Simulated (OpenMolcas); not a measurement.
# Au²⁺ among point charges: CASSCF and CASPT2 levels and susceptibility

How does a field of 6 point charges split the states of Au²⁺, and what χT follows?

Program: OpenMolcas 26.06. Level of theory: state-averaged CASSCF and CASPT2, spin-orbit coupling by RASSI with atomic mean-field integrals. These are calculated values, not measurements, unless marked.

### Step 1. What is computed

```
Species                           : Au²⁺ (gold, Z = 79, 77 electrons)
Basis                             : ANO-RCC-VTZP [8s7p5d3f1g], 84 functions
Scalar Hamiltonian                : DKH2, point nucleus
Inactive shells                   : 1s 2s 2p 3s 3p 3d 4s 4p 4d 4f 5s 5p
Active space                      : 9 electrons in 5 orbitals (5d)
Some configurations of this space : 5d⁹
Orbitals                          : optimised for each spin and parity, averaged over all roots
```

Outer shells as boxes (Hund's rule):

5d9
```
5d [↑↓][↑↓][↑↓][↑↓][↑ ]
```

The ion sits among 6 point charges of -1 e arranged as a trigonal prism (D3h), 2.11 Å from the ion, with a polar angle of 46.2° against the regular 49.1°.

Each step is its own input file, run in one work folder so that later steps find the files of earlier ones. Labels, J, g values, rates, χT and fits are worked out afterwards by a script from the matrices that RASSI stores.

### Step 2. One- and two-electron integrals

a.inp reads:

```
&GATEWAY
Coord
1

Au 0.0 0.0 0.0
Basis=ANO-RCC-VTZP
Group=NoSym
NoMove
AngMom=0.0 0.0 0.0
AMFI
XField
6 Angstrom 0
1.521741 0.000000 1.461644 -1.000000
-0.760871 1.317866 1.461644 -1.000000
-0.760871 -1.317866 1.461644 -1.000000
1.521741 0.000000 -1.461644 -1.000000
-0.760871 1.317866 -1.461644 -1.000000
-0.760871 -1.317866 -1.461644 -1.000000
&SEWARD
```

### Step 3. CASSCF: doublets, 5 roots

a.inp reads:

```
&RASSCF
FileOrb=start.orb
Symmetry=1
Spin=2
nActEl=9 0 0
Inactive=34
Ras2=5
CIRoot=5 5 1
SDav=5
CIMx=300
Iter=120 100
PrWF=0.3
OrbListing=Nothing
MaxOrb=0
>>> COPY $Project.JobIph JOB001
```

start.orb holds the contracted functions of the basis, ordered by shell, or the orbitals of the step before.

### Step 4. RASSI: spin-orbit coupling between the states

a.inp reads:

```
&RASSI
NrOfJobIphs=1 5
1 2 3 4 5
IphNames
JOB001
EJob
SpinOrbit
DIPRint=1.0
SOCoupling=1000.0
Subsets=2
Property=9
'ANGMOM' 1 'ANGMOM' 2 'ANGMOM' 3 'MLTPL  1' 1 'MLTPL  1' 2 'MLTPL  1' 3
'AMFI' 1 'AMFI' 2 'AMFI' 3
SOProperty=3
'ANGMOM' 1 'ANGMOM' 2 'ANGMOM' 3
```

### Step 5. CASPT2: IPEA 0.25, imaginary shift 0.1 (closed shells correlated: 4f 5s 5p)

a.inp reads:

```
>>> COPY JOB001 $Project.JobIph
&CASPT2
Multistate=5 1 2 3 4 5
NoMult
Frozen=23
IPEA=0.25
Imaginary=0.1
MaxIter=60
WThr=0.0 0.3 0.05
PrWF=0.5
NoMix
```

(Steps that only read results are left out.)

Q: Predict the outcome of this session. Wanted: spin-free ground state; first state of the same spin within the active space; lowest level; next level.

As calculated:

| quantity | value |
| --- | --- |
| method | SS-CASPT2, IPEA 0.25, imaginary shift 0.1 (closed shells correlated: 4f 5s 5p) |
| spin-free ground state | 2E, 2-fold in its orbital part |
| first state of the same spin within the active space | 2A1 at 2650 cm⁻¹ |
| lowest level | 2-fold E3/2, g = 0.00, 0.00, 3.78 |
| next level | 757.0 cm⁻¹ |
| χT at 300 K | 0.87 cm³ K/mol |
| effective moment at 300 K | 2.64 μB |

Cost by method:

| method | time of its own steps | time with the reference |
| --- | --- | --- |
| A. CASSCF | 4 s | 4 s |
| B. SS-CASPT2, IPEA 0.25, imaginary shift 0.1, +4f 5s 5p | 3.4 s | 7.4 s |

Times are of one thread on a shared host.

In words: The spin-free ground state (2E) comes to 100 % from free-ion D terms and keeps the highest spin of the shell. χT at 300 K is 0.87, against 0.38 cm³ K/mol for the spin alone, so orbital moment adds to it. CASPT2 does not keep the components of a term degenerate, and the means are used. The field of point charges can differ much from that of real complexes. Point charges carry no covalency, so the field is a model and not that of real ligands.
